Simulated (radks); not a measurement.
# Ionising hafnium step by step, Hf²⁵⁺ to Hf²⁸⁺

One table from this session's results is given with a row withheld; the runs are named, their logs left out.

Method: scalar-relativistic Kohn-Sham, PBE, spin-polarised, spherical densities, finite nucleus; open shells are filled with parallel spins first. Code: radks (a radial shooting solver on a logarithmic mesh, Libxc functionals) version 1.

### What is computed

| Property | Result |
| --- | --- |
| element | hafnium (Z = 72) |
| charges | 25 to 28 |
| first configuration | [Kr] 4d10 4f1 |
| last configuration | [Kr] 4d8 |

Outer shells as boxes (Hund's rule):

Hf²⁵⁺
```
[Kr] core
4d [↑↓][↑↓][↑↓][↑↓][↑↓]
4f [↑ ][  ][  ][  ][  ][  ][  ]
```

Hf²⁸⁺
```
[Kr] core
4d [↑↓][↑↓][↑↓][↑ ][↑ ]
```

Set-up of the first run:

Settings of this run:

```text
Z 72
configuration [Kr] 4d10 4f1
relativity scalar-relativistic
functional pbe,pbe
spin polarised
nucleus finite rms 5.347 fm
c 137.035999084
```

Steps of the session up to this table: Hf²⁵⁺, [Kr] 4d10 4f1.

One table of the session follows, with a row left open; its other results are not shown here.

It belongs to the step «Hf²⁵⁺, [Kr] 4d10 4f1». Radial moments (bohr):

```
  level     <r>  outermost maximum (interpolated)  90 % within  nodes
  4s up  0.4451                             0.427        0.633      3
4s down  0.4452                             0.427        0.633      3
  4p up  0.4638                             0.443        0.665      2
4p down  0.4639                             0.443        0.666      2
  4d up  0.4749                             0.445        0.696      1
4d down  0.4751                             0.445        0.697      1
  4f up  0.4634                             0.389        0.702      0
4f down       ?                                 ?            ?      ?
```

Estimate the missing values for 4f down.

As computed: <r>: 0.4638; outermost maximum (interpolated): 0.390; 90 % within: 0.703; nodes: 0.

Caveats from the session: Open shells are spherical and high-spin; term and fine-structure splittings are not resolved.
